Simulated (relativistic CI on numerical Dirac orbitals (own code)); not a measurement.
# Zn I (Zn): levels and lines

The task is the spectrum of Zn: levels, purity of their labels, lifetimes and lines. Configurations built on the next ion are tied to the tabulated ionisation energy.

Program: relativistic CI on numerical Dirac orbitals (own code) version 3. Level of theory: Dirac-Coulomb-Breit CI, KLI orbitals optimised for each configuration, model QED (radiative potential, 1s self-energy scaled to tabulated hydrogen-like ionisation energies), valence Slater integrals scaled by 0.85, P86 correlation estimate, and configurations built on the next ion tied to the tabulated ionisation energy (semi-empirical). These are calculated values, not measurements, unless marked.

### Step 1. The system

* ion: Zn (Zn I)
* nuclear charge: 30
* electrons: 30
* isotope: A = 64
* first configuration typed: [Ar] 3d10 4s2

Outer shells as boxes (Hund's rule):

first configuration typed
```
[Ar] core
3d [↑↓][↑↓][↑↓][↑↓][↑↓]
4s [↑↓]
```

### Step 2. Base run

Settings of the run:

```ini
atom Zn  Z=30  charge=0  electrons=30
nucleus A=64  rms_radius_fm=3.9283
hamiltonian dirac-coulomb  breit=on  qed=on  c_scale=1
orbitals kli  potential=per-configuration
slater_scale 0.85
correlation anchor
mixing on
configurations
  [Ar] 3d10 4s2
  [Ar] 3d10 4s 4p
  [Ar] 3d10 4s 5s
  [Ar] 3d10 4s 4d
  [Ar] 3d10 4s 5d
  [Ar] 3d10 4s 5p
  [Ar] 3d10 4s 6s
  [Ar] 3d10 4s 4f
  [Ar] 3d10 4s 5f
  [Ar] 3d10 4p2
  [Ar] 3d10 4s 6p
  [Ar] 3d10 4s 5g
  [Ar] 3d10 4s 6d
  [Ar] 3d10 4s 6g
  [Ar] 3d10 4d2
end
```

On the command line:

```console
> python run_levels.py task.json out
```

The settings of every run stand in task.json; they run in order.

What does the calculation give? Wanted: lowest level; first excitation; lowest level of the other parity; fastest E1 line; mean error of paired levels.

**Answer**, as computed:

| quantity | value |
| --- | --- |
| lowest level | 4s2 1S0 |
| first excitation | 4s 4p 3P°0, 32215 cm⁻¹ |
| lowest level of the other parity | 4s 4p 3P°0, 32215 cm⁻¹ |
| levels in the model | 59 |
| fastest E1 line (by rate) to the lowest level among the lowest 48 of 59 levels | 205.6 nm, from 4s 4p 1P°1 |
| mean error of paired levels | 645 cm⁻¹ over 13 |

What this shows: 4s2 1S0 comes out lowest; its LS label holds 96 % and its jj label 96 %; over the low levels the means are 96 and 83 %, so LS coupling describes them better. Only configurations built on the next ion are tied to the tabulated ionisation energy; the others can be misplaced by 10,000 cm⁻¹ or more. Lifetimes count radiative decay inside the model alone.
